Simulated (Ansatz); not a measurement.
BFH2S, SMILES FBS: the interaction energy of a dimer with the counterpoise correction, run with the Python package of Ansatz (0.2.0).

`run_dimer.py`:
```python
import ansatz

BASIS = 'def2-SVP'
XC = 'PBE0'
DISPERSION = 'd4'

FIRST = [
    ('F', (-1.3156, -0.3697, -1.0324)),
    ('B', (-0.3837, -0.4422, 0.0058)),
    ('S', (1.3149, 0.2643, -0.2557)),
    ('H', (-0.5869, -0.9591, 1.0202)),
    ('H', (0.9712, 1.5066, 0.2622)),
]
SECOND = [
    ('F', (2.0864, 5.3599, -0.8764)),
    ('B', (1.1516, 4.3582, -1.1487)),
    ('S', (0.4399, 4.2297, -2.8604)),
    ('H', (0.7511, 3.6168, -0.3566)),
    ('H', (1.4011, 3.3208, -3.2843)),
]

def energy(atoms, ghosts=()):
    molecule = ansatz.Crystal.molecule()
    for symbol, xyz in atoms:
        molecule = molecule.atom(symbol, xyz)
    calc = (
        molecule.calculation()
        .basis(gaussian=BASIS)
        .functional(XC, dispersion=DISPERSION)
    )
    deck = calc.input()
    if ghosts:
        deck = deck.set(ansatz.key.basis.gaussian.ghost_atoms, [{'symbol': s, 'position_ang': list(xyz)} for s, xyz in ghosts])
    return ansatz.Session.from_dict(deck).plan().execute().report['free_energy_ev']

both = energy(FIRST + SECOND)
alone = energy(FIRST) + energy(SECOND)
ghosted = energy(FIRST, SECOND) + energy(SECOND, FIRST)
print(f'dimer {both:.6f} eV')
print(f'interaction, uncorrected   {23.060548 * (both - alone):8.3f} kcal/mol')
print(f'interaction, counterpoise  {23.060548 * (both - ghosted):8.3f} kcal/mol')
print(f'basis-set superposition    {23.060548 * (alone - ghosted):8.3f} kcal/mol')
```

How large is the interaction at this pose, and how much of it is basis-set superposition?

Uncorrected it is -1.337 kcal/mol, with the counterpoise correction -0.772 kcal/mol; the difference, 0.56 kcal/mol, is the superposition error.

What the script printed:

Output of `python run_dimer.py`:
```text
dimer -28498.209800 eV
interaction, uncorrected     -1.337 kcal/mol
interaction, counterpoise    -0.772 kcal/mol
basis-set superposition       0.565 kcal/mol
```

Total energies depend on the basis set; only differences at equal settings carry meaning. The dimer is a generated trial pose of unrelaxed monomers, not a minimum, so the figure is no binding energy, and the basis set is small. The whole script took 9.5 s on 1 thread of Intel(R) Xeon(R) Platinum 8488C (Sapphire Rapids), on a shared host, peak memory 0.29 GiB.

(Lines on the test bed's own set-up are left out of the output.)
